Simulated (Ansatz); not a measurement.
**Platinum, omega (AlB2-type) under m-r²SCAN: from relaxation to bulk modulus**

Aim: take platinum in the omega (AlB2-type) structure, relax it, solve it on a dense k-mesh, then scale the cell to 7 volumes from 88 to 112 % of the relaxed one and try a fit of the equation of state. The start is ferromagnetic. The k-meshes are 8×8×12 for the relaxation; 11×11×15 for the dense run; 11×11×15 for the volumes.

Method: DFT m-r2SCAN, plane waves (500 eV) with PAW, scalar-relativistic; PBE-made PAW files; m-r²SCAN is r²SCAN on the gauge-invariant kinetic-energy density, in Ansatz 0.2.0.

### 1 Starting point

Symmetry: P6/mmm, No. 191, hexagonal system. The conventional cell has a = 4.402 Å, b = 4.402 Å, c = 2.698 Å, α = 90.00°, β = 90.00°, γ = 120.00°. Pt (site symmetry 6/mmm) is surrounded by 14 Pt at 2.70 to 2.88 Å. Pt (site symmetry -6m2) is surrounded by 11 Pt at 2.54 to 2.88 Å.

As a file:

```cif
data_structure
_symmetry_space_group_name_H-M 'P 1'
_symmetry_Int_Tables_number 1
_cell_length_a 4.4020
_cell_length_b 4.4020
_cell_length_c 2.6984
_cell_angle_alpha 90.000
_cell_angle_beta 90.000
_cell_angle_gamma 120.000
_cell_volume 45.28
loop_
_atom_site_label
_atom_site_type_symbol
_atom_site_fract_x
_atom_site_fract_y
_atom_site_fract_z
_atom_site_occupancy
Pt1 Pt 0.00000 0.00000 0.00000 1
Pt2 Pt 0.33333 0.66667 0.50000 1
Pt3 Pt 0.66667 0.33333 0.50000 1
```

Starting moments (μB): +1 ×3.

### 2 Geometry optimisation

Input file input.yaml:

```yaml
crystal:
  lattice:
    - [4.4020276304, 0.0, 0.0]
    - [-2.2010138152, 3.8122677561, 0.0]
    - [0.0, 0.0, 2.6984429374]
  atoms:
    - { symbol: Pt, position: [0.0, 0.0, 0.0], spin: 1.0 }
    - { symbol: Pt, position: [0.3333333333, 0.6666666667, 0.5], spin: 1.0 }
    - { symbol: Pt, position: [0.6666666667, 0.3333333333, 0.5], spin: 1.0 }
hamiltonian:
  xc: mr2scan
  pseudopotentials:
    kind: paw
    azcp:
      Pt: "pseudopotentials/Pt.paw.azcp"
basis:
  ecutwfc: 500
  fft_grid_basis: typed
kpoints:
  mp_grid: { grid: [8, 8, 12], shift: [0, 0, 0] }
magnetization:
  spin_polarized: true
scf:
  occupations: { method: fermi_dirac, width: 0.05 }
relax:
  max_steps: 60
  f_tol: 0.01
  cell: {}
```

The runs that follow: Dense single point; Volume × 0.88; Volume × 0.92; Volume × 0.96; Volume × 1.0; Volume × 1.04; Volume × 1.08; Volume × 1.12.

**Question.** What will these runs give? Wanted: space group; conventional cell; volume; shortest distance; gap on the mesh; magnetic state; relative to fcc; V₀, B₀, B₀′.

The runs gave:

| quantity | value |
| --- | --- |
| space group (spins left aside) | P6/mmm (No. 191) |
| conventional cell | a = 4.502 Å, c = 2.678 Å (c/a = 0.595) |
| volume | 15.668 Å³/atom |
| shortest distance | 2.599 Å |
| gap on the mesh | none (levels filled in part) |
| magnetic state | non-magnetic |
| relative to fcc | +151 meV/atom |
| V₀, B₀, B₀′ | 15.660 Å³/atom, 256 GPa, 5.4 |

What this shows: From the guessed start the volume grew by 3.8 % in 6 steps. It lies 151 meV/atom above the element's reference form at the same level (fcc, from a run of its own), so it is far from stable. The starting moments do not survive. No gap shows: it is a metal or semimetal at this level. The fitted modulus is 256 GPa; letting shape and positions relax at each volume could only lower it. The symmetry was held, so the structure may be unstable against distortions that break it.
